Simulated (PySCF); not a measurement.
# F5Ge ([GeF5]-): the cost of one run

The runs use PySCF 2.14.0, with density-fitted response routines of our own; the level of theory stands in each step. All values are computed, except where a source is named. Atoms are numbered from 0 throughout.

## 1. The molecule as given

6 atoms, charge -1, multiplicity 1; geometry from: GFN2-xTB. The atoms were then displaced at random by about 0.03 Å, so the start is not that level's minimum.

Bonds of the start (Å): Ge0–F1 1.75, Ge0–F2 1.81, Ge0–F3 1.80, Ge0–F4 1.84, Ge0–F5 1.72.

## 2. Optimising the geometry at PBE0-D3(BJ)/def2-SVP

The job: settings as JSON, then the geometry in Å.

```
{"job": {"xc": "PBE0", "basis": "def2-SVP", "d3": "d3bj", "grid": 1, "maxiter": 40, "shake": 0.03, "kind": "geom"}, "charge": -1, "multiplicity": 1}
Ge     0.061520    -0.074970     0.012900
F     -0.032470    -0.012030     1.760510
F     -0.040100     0.007780    -1.792770
F      1.857740     0.002920     0.006750
F     -0.908170     1.493110    -0.036080
F     -0.875400    -1.512830    -0.020580
```

Started as:

```sh
$ OMP_NUM_THREADS=1 python probes_run.py task.json out
```

One launch serves the whole session: the jobs run in the order shown.

**Question.** How long does this first job take on 1 thread of AMD EPYC 7B13, shared host, and how much memory does it need?

About 24 s, with a peak of 0.41 GiB.
